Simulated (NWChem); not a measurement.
**AlClF2 (SMILES [F][Al]([F])[Cl]) at 3 levels**

We compute a comparison of 3 runs (HF/STO-3G, SVWN5/def2-SVPD, B3LYP/6-31G*) of AlClF2. 

The results are computed with NWChem 7.3.0.

### 1 Starting point

AlClF2 has 4 atoms, charge 0, and is taken as a singlet. As SMILES, `[F][Al]([F])[Cl]`. Geometry: relaxed at PBE0-D4/def2-TZVP.

Bond lengths: F1–Al2 1.631 Å, Al2–F3 1.631 Å, Al2–Cl4 2.061 Å. Angles: F1–Al2–F3 119.0°, F1–Al2–Cl4 120.5°, F3–Al2–Cl4 120.5°.

### 2 Energy and forces at HF/STO-3G (run 1)

File run.py:

```python
from ase import Atoms
from ase.calculators.nwchem import NWChem

molecule = Atoms(['F', 'Al', 'F', 'Cl'], positions=[
    [0.997200, 0.721760, 1.149640],
    [0.069280, -0.050750, 0.053570],
    [0.273490, -1.653820, -0.164660],
    [-1.339980, 0.982810, -1.038560],
])

calc = NWChem(
    label='mymol',
    theory='scf',
    memory='2200 mb',
    basis='STO-3G',
    basispar='spherical bse',
    scf={'nopen': '0', 'rhf': None, 'thresh': '1e-08', 'maxiter': '80', 'print': 'low'},
)
molecule.calc = calc

forces = molecule.get_forces()
print("Total energy (eV):", round(molecule.get_potential_energy(), 6))
print("forces (eV/A):")
for s, f in zip(molecule.symbols, forces):
    print(f"{s:2s} {f[0]:10.5f} {f[1]:10.5f} {f[2]:10.5f}")
```

Run with:

```bash
$ export ASE_NWCHEM_COMMAND="nwchem PREFIX.nwi > PREFIX.nwo"
$ python run.py
```

Log:

```text
Total energy (eV): -24214.022378
forces (eV/A):
F    -0.84306   -0.59372   -0.96812
Al    1.01116   -0.74207    0.78491
F    -0.23932    1.38793    0.12825
Cl    0.07122   -0.05214    0.05497
```

The calculator wrote mymol.nwi:

```
title "mymol"

permanent_dir mymol

scratch_dir mymol

start mymol

geometry units angstrom nocenter noautosym noautoz
  F  9.9719999999999998e-01 7.2175999999999996e-01 1.1496400000000000e+00
  Al 6.9279999999999994e-02 -5.0750000000000003e-02 5.3570000000000000e-02
  F  2.7349000000000001e-01 -1.6538200000000001e+00 -1.6466000000000000e-01
  Cl -1.3399799999999999e+00 9.8280999999999996e-01 -1.0385599999999999e+00
end

memory 2200 mb

basis spherical bse noprint
   * library STO-3G
end

scf
  nopen 0
  rhf
  thresh 1e-08
  maxiter 80
  print low
end

task scf gradient
```

mymol.nwo:

```text
Northwest Computational Chemistry Package (NWChem) 7.3.0
             --------------------------------------------------------

           Job information
           ---------------

    nwchem branch   = 7.3.0
    use scalapack   = T
    input           = mymol.nwi
    prefix          = mymol.
    data base       = mymol/mymol.db
    status          = startup
    nproc           =        1

           Memory information
           ------------------

[... 5 lines left out ...]
    hardfail = no
[... 97 lines left out ...]
       Final RHF  results
[... 3 lines left out ...]
      One-electron energy =  -1639.392787229237
[... 1 line left out ...]
 Nuclear repulsion energy =    198.347949537523
[... 1 line left out ...]
        Time for solution =      0.6s

                              NWChem Gradients Module
                              -----------------------

                         RHF ENERGY GRADIENTS

    atom               coordinates                        gradient
                 x          y          z           x          y          z
   1 F       1.884435   1.363929   2.172505    0.016395   0.011546   0.018827
   2 Al      0.130920  -0.095904   0.101233   -0.019664   0.014431  -0.015264
   3 F       0.516821  -3.125267  -0.311162    0.004654  -0.026991  -0.002494
   4 Cl     -2.532195   1.857242  -1.962594   -0.001385   0.001014  -0.001069

 Task  times  cpu:        1.0s     wall:        1.0s
 Total times  cpu:        1.0s     wall:        1.0s
```

It took 1.9 s on 1 thread of Intel Xeon 6975P-C (Granite Rapids), shared host; peak memory 0.1 GiB.

### 3 Energy and forces at SVWN5/def2-SVPD (run 2)

File run.py:

```python
from ase import Atoms
from ase.calculators.nwchem import NWChem

system = Atoms(['F', 'Al', 'F', 'Cl'], positions=[
    [0.997200, 0.721760, 1.149640],
    [0.069280, -0.050750, 0.053570],
    [0.273490, -1.653820, -0.164660],
    [-1.339980, 0.982810, -1.038560],
])

calc = NWChem(
    label='alclf2',
    theory='dft',
    memory='2200 mb',
    basis='def2-SVPD',
    basispar='spherical bse',
    dft={'xc': 'slater vwn_5', 'mult': '1', 'grid': 'fine', 'convergence': 'energy 1e-08', 'iterations': '100', 'mulliken': None, 'print': 'low'},
)
system.calc = calc

forces = system.get_forces()
print("Total energy (eV):", round(system.get_potential_energy(), 6))
print("forces (eV/A):")
for s, f in zip(system.symbols, forces):
    print(f"{s:2s} {f[0]:10.5f} {f[1]:10.5f} {f[2]:10.5f}")
```

Run with:

```bash
$ export ASE_NWCHEM_COMMAND="nwchem PREFIX.nwi > PREFIX.nwo"
$ python run.py
```

Log:

```text
Total energy (eV): -24446.400651
forces (eV/A):
F     0.44022    0.37662    0.52229
Al   -0.44393    0.32545   -0.34345
F     0.09194   -0.76686   -0.11025
Cl   -0.08824    0.06484   -0.06860
```

The calculator wrote alclf2.nwi:

```
title "alclf2"

permanent_dir alclf2

scratch_dir alclf2

start alclf2

geometry units angstrom nocenter noautosym noautoz
  F  9.9719999999999998e-01 7.2175999999999996e-01 1.1496400000000000e+00
  Al 6.9279999999999994e-02 -5.0750000000000003e-02 5.3570000000000000e-02
  F  2.7349000000000001e-01 -1.6538200000000001e+00 -1.6466000000000000e-01
  Cl -1.3399799999999999e+00 9.8280999999999996e-01 -1.0385599999999999e+00
end

memory 2200 mb

basis spherical bse noprint
   * library def2-SVPD
end

dft
  xc slater vwn_5
  mult 1
  grid fine
  convergence energy 1e-08
  iterations 100
  mulliken
  print low
end

task dft gradient
```

alclf2.nwo:

```text
Northwest Computational Chemistry Package (NWChem) 7.3.0
             --------------------------------------------------------

           Job information
           ---------------

    nwchem branch   = 7.3.0
    use scalapack   = T
    input           = alclf2.nwi
    prefix          = alclf2.
    data base       = alclf2/alclf2.db
    status          = startup
    nproc           =        1

           Memory information
           ------------------

[... 5 lines left out ...]
    hardfail = no
[... 37 lines left out ...]
            Nuclear Dipole moment (a.u.)
[... 77 lines left out ...]
         Total DFT energy =     -898.388660876854
[... 1 line left out ...]
           Coulomb energy =      612.832368291899
[... 1 line left out ...]
 Nuclear repulsion energy =      198.347949537523
[... 27 lines left out ...]
                         DFT ENERGY GRADIENTS

    atom               coordinates                        gradient
                 x          y          z           x          y          z
   1 F       1.884435   1.363929   2.172505   -0.008561  -0.007324  -0.010157
   2 Al      0.130920  -0.095904   0.101233    0.008633  -0.006329   0.006679
   3 F       0.516821  -3.125267  -0.311162   -0.001788   0.014913   0.002144
   4 Cl     -2.532195   1.857242  -1.962594    0.001716  -0.001261   0.001334

 Task  times  cpu:       12.0s     wall:       12.0s
 Total times  cpu:       12.0s     wall:       12.0s
```

Run time: 13 s. Hardware: 1 thread of Intel Xeon 6975P-C (Granite Rapids), shared host; peak memory 0.12 GiB.

### 4 Energy and gradient at B3LYP/6-31G(d) (Cartesian functions) (run 3)

File input.nw:

```
start input
memory total 2200 mb
geometry noautosym nocenter noautoz
   F      0.997200     0.721760     1.149640
   Al     0.069280    -0.050750     0.053570
   F      0.273490    -1.653820    -0.164660
   Cl    -1.339980     0.982810    -1.038560
end
basis cartesian
   F library 6-31G*
   Al library 6-31G*
   Cl library 6-31G*
end
dft
   xc b3lyp
   grid xfine
   convergence energy 1e-08
   maxiter 100
   mulliken
   noprint "final vectors analysis"
end
task dft gradient
```

Run with:

```bash
$ nwchem input.nw > input.out
```

Log:

```text
[...]
          Wavefunction type:  closed shell.
          No. of atoms     :     4
          No. of electrons :    48
[...]
          Charge           :     0
          Spin multiplicity:     1
[...]
          AO basis - number of functions:    68
[...]
              XC Information
              --------------
                         B3LYP Method XC Potential
                     Hartree-Fock (Exact) Exchange  0.200
                        Slater Exchange Functional  0.800 local
                    Becke 1988 Exchange Functional  0.720 non-local
              Lee-Yang-Parr Correlation Functional  0.810
                  VWN I RPA Correlation Functional  0.190 local
[...]
 d= 0,ls=0.0,diis     1   -902.4282088986 -1.10D+03  2.62D-02  1.02D+00     1.3
[...]
 d= 0,ls=0.0,diis     8   -902.5261233021 -3.64D-09  2.88D-06  5.78D-08     7.6
         Total DFT energy =     -902.526123302065
      One electron energy =    -1647.286390822164
           Coulomb energy =      614.472047117020
    Exchange-Corr. energy =      -68.059729134444
 Nuclear repulsion energy =      198.347949537523
[...]
  wavefunction    = closed shell
                         DFT ENERGY GRADIENTS
    atom               coordinates                        gradient
                 x          y          z           x          y          z
   1 F       1.884435   1.363929   2.172505   -0.003987  -0.003129  -0.004653
   2 Al      0.130920  -0.095904   0.101233   -0.000418   0.000311  -0.000339
   3 F       0.516821  -3.125267  -0.311162   -0.000974   0.006765   0.000820
   4 Cl     -2.532195   1.857242  -1.962594    0.005378  -0.003947   0.004172
[...]
```

Run time: 12 s. Hardware: 1 thread of Intel Xeon 6975P-C (Granite Rapids), shared host; peak memory 0.13 GiB.

### 5 The series

```csv
run,level,iteration cap,module,energy (Eh),largest force (eV/Å),wall time
1,HF/STO-3G,80,scf,-889.848917,1.480,1.9 s
2,SVWN5/def2-SVPD,100,dft,-898.388661,0.780,13 s
3,B3LYP/6-31G* (Cartesian functions),100,dft,-902.526123,0.405,12 s
```

### 6 What came out

| quantity | value |
| --- | --- |
| run 3: total energy | -902.52612 Eh |
| run 3: dipole moment | 0.08 D |
| run 3: largest force on an atom | 0.405 eV/Å |

What this shows: Totals of different functionals can't be ranked against each other. In run 1 the basis is minimal, so the values are rough. All runs together took 27 s, the longest 13 s.
